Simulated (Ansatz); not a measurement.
Crystal: CsLiCr2Te2S3.

```xyz
9
Lattice="6.1079 -0.0189 0.0058 -2.2882 5.9315 0.0033 -1.3846 -2.1940 7.5626" Properties=species:S:1:pos:R:3 pbc="T T T"
Cs   -1.2214   -1.5781    7.5175
Li    1.3578    2.1786    4.3464
Cr   -1.4737    1.7002    4.3877
Cr    1.8244   -1.0105    4.0654
Te    1.1800    3.9224    2.1382
Te   -1.8529    3.2545    2.2636
S     2.9223    0.6352    5.3580
S    -0.5181    3.2438    5.6675
S    -0.0026    0.2938    3.6808
```

The cell was built by a generator and needn't be a form met in nature.

| Item | Value |
| --- | --- |
| Program | Ansatz 0.2.0 |
| Task | relaxation of cell and atoms |
| Functional | PBE |
| Dispersion | D3(BJ) |
| Potentials or basis | Ansatz PAW |
| Cutoff | 420 eV (not typed: the program's choice for these potentials) |
| k mesh | 4 × 4 × 3 |
| Occupations | fermi-dirac, width 0.05 eV |
| Spin | collinear spin, ferromagnetic start |
| Starting moments | [0.0, 0.0, 3.0, 3.0, 0.0, 0.0, 0.0, 0.0, 0.0] μB |

At the start: volume 30.42 Å³/atom.

Problem. How do energy, volume and symmetry change on relaxing?

Solution. It ends after 16 steps and the volume is 28.20 Å³/atom (-7.3 %); space group P1 (No. 1, to 0.05 Å); moment 5.50 μB per cell.

Step by step:
```tsv
step	energy change (eV)	largest force (eV/Å)	volume (Å³)
1	0.0000	0.1329	273.78
2	-0.0533	0.0338	267.57
3	-0.0670	0.0668	265.49
4	-0.0918	0.0912	261.15
5	-0.1003	0.1186	258.91
6	-0.1092	0.0677	256.66
7	-0.1114	0.1957	254.66
8	-0.1137	0.0471	254.51
9	-0.1145	0.0389	253.86
10	-0.1155	0.0635	253.81
11	-0.1160	0.0584	253.19
12	-0.1165	0.0352	253.44
13	-0.1168	0.0386	253.75
14	-0.1170	0.0121	253.77
15	-0.1170	0.0057	253.76
16	-0.1154	0.0056	253.76
```

Final structure:
```
Cs Li Cr Te S
1.0
     6.08024   -0.14888    0.16898
    -2.40411    5.88417   -0.05594
    -1.12899   -2.12609    7.12905
Cs Li Cr Te S
1 1 2 2 3
Direct
  0.05205 0.10004 0.99282
  0.58215 0.59198 0.57469
  0.07879 0.50008 0.58038
  0.43591 0.03256 0.53358
  0.54990 0.75588 0.26464
  0.00322 0.64750 0.28669
  0.77256 0.38623 0.72277
  0.39745 0.82911 0.75792
  0.19541 0.22407 0.49554
```

Caveat: the plane-wave basis is chosen anew once the cell has moved, so the energies of steps on either side of that aren't comparable; only a ferromagnetic start was run, and an antiferromagnetic order may lie lower in energy; pairwise dispersion overbinds metals, which lowers pressure and volume.
